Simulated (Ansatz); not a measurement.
# CH4BSe radical: one species, many methods

One table from this session's results is given with a row withheld; the runs are named, their logs left out.

The runs use Ansatz 0.2.0, Gaussian basis; functionals in def2-TZVPP, the program's frozen cores in correlated methods.

Plan: LDA (SPW92), PBE-D4, revPBE-D4, BLYP-D4, r2SCAN-D4, B97M-V, PBE0-D4, B3LYP-D4, r2SCANh-D4, r2SCAN0-D4, HSE06-D4, BHLYP-D4, CAM-B3LYP-D4, LC-ωPBE, ωB97X-V, ωB97M-V, B2PLYP, PBE-QIDH; CCSD(T)/def2-SVP; CCSD(T)/def2-TZVPP; CCSD(T)/def2-QZVPP; extrapolation to the limit; RPA on PBE.

**The geometry**

An earlier PBE0-D4 in a triple-zeta def2 set relaxation fixed the geometry.

SMILES `C[B][SeH]`, 7 atoms, charge 0, spin multiplicity 2.

Atoms are counted from 1 here; the program's logs count them from 0.

Bond lengths: C1–B2 1.542 Å, C1–H4 1.095 Å, C1–H5 1.096 Å, C1–H6 1.095 Å, B2–Se3 1.883 Å, Se3–H7 1.488 Å. Angles: B2–C1–H4 110.1°, B2–C1–H5 114.1°, B2–C1–H6 109.8°, H4–C1–H5 108.4°, H4–C1–H6 105.8°, H5–C1–H6 108.3°, C1–B2–Se3 134.9°, B2–Se3–H7 99.9°.

Set-up of the first run:

in.yaml reads:

```yaml
crystal:
  periodic: [false, false, false]
  atoms:
    - {symbol: C, position_ang: [-0.716072, 0.543862, -0.150868]}
    - {symbol: B, position_ang: [-0.225443, -0.694425, 0.627085]}
    - {symbol: Se, position_ang: [1.395650, -1.646518, 0.724600]}
    - {symbol: H, position_ang: [-1.603010, 0.289643, -0.740916]}
    - {symbol: H, position_ang: [0.034455, 0.976587, -0.822279]}
    - {symbol: H, position_ang: [-1.037434, 1.319667, 0.552659]}
    - {symbol: H, position_ang: [2.213054, -0.856816, -0.235982]}
basis:
  gaussian: {orbitals: def2-TZVPP}
magnetization: {spin_polarized: true, initial_magnetization: 1}
hamiltonian: {xc: lda}
output: {orbitals: {seedname: orbitals}}
```

Command:

```sh
ansatz run in.yaml --threads 2 --pin off --events-out ev --progress --plain --max-ram 32768MiB --backend cpu
```

Steps of the session up to this table: LDA; PBE-D4 (GGA); revPBE-D4 (GGA); BLYP-D4 (GGA); r2SCAN-D4 (meta-GGA); B97M-V (meta-GGA); PBE0-D4 (hybrid); B3LYP-D4 (hybrid); r2SCANh-D4 (hybrid); r2SCAN0-D4 (hybrid); HSE06-D4 (hybrid); BHLYP-D4 (hybrid); CAM-B3LYP-D4 (range-separated); LC-ωPBE (range-separated); ωB97X-V (range-separated); ωB97M-V (range-separated); B2PLYP (double hybrid); PBE-QIDH (double hybrid).

One table of the session follows, with a row left open; its other results are not shown here.

It belongs to the step «Orbital energies across the functionals». 

| functional | HOMO (eV) | LUMO (eV) | gap (eV) |
| --- | --- | --- | --- |
| LDA (SPW92) | -4.41 | -2.90 | 1.51 |
| PBE-D4 | -4.46 | -2.44 | 2.03 |
| revPBE-D4 | -4.44 | -2.31 | 2.14 |
| BLYP-D4 | -4.29 | -2.51 | 1.77 |
| r2SCAN-D4 | -4.83 | -1.84 | 2.99 |
| B97M-V | -4.50 | -2.52 | 1.98 |
| PBE0-D4 | -5.65 | -1.45 | 4.20 |
| B3LYP-D4 | -5.38 | -1.91 | 3.47 |
| r2SCANh-D4 | -5.27 | -1.55 | 3.72 |
| r2SCAN0-D4 | -5.93 | -1.11 | 4.82 |
| HSE06-D4 | -5.25 | -1.83 | 3.42 |
| BHLYP-D4 | ? | ? | ? |
| CAM-B3LYP-D4 | -6.91 | -0.64 | 6.27 |
| LC-ωPBE | -8.36 | 0.84 | 9.20 |
| ωB97X-V | -7.81 | 0.27 | 8.08 |
| ωB97M-V | -7.45 | 0.08 | 7.53 |

Estimate the missing values for BHLYP-D4.

Worked estimate for «HOMO (eV)». Against the share of exact exchange, BLYP-D4 (0, -4.29), B3LYP-D4 (0.2, -5.38) give a slope of -5.45 per unit share; at 0.5 the line stands at -7.01.

**Answer.** HOMO (eV): -6.70; LUMO (eV): -0.70; gap (eV): 6.00. In «HOMO (eV)» the line misses by -0.31.
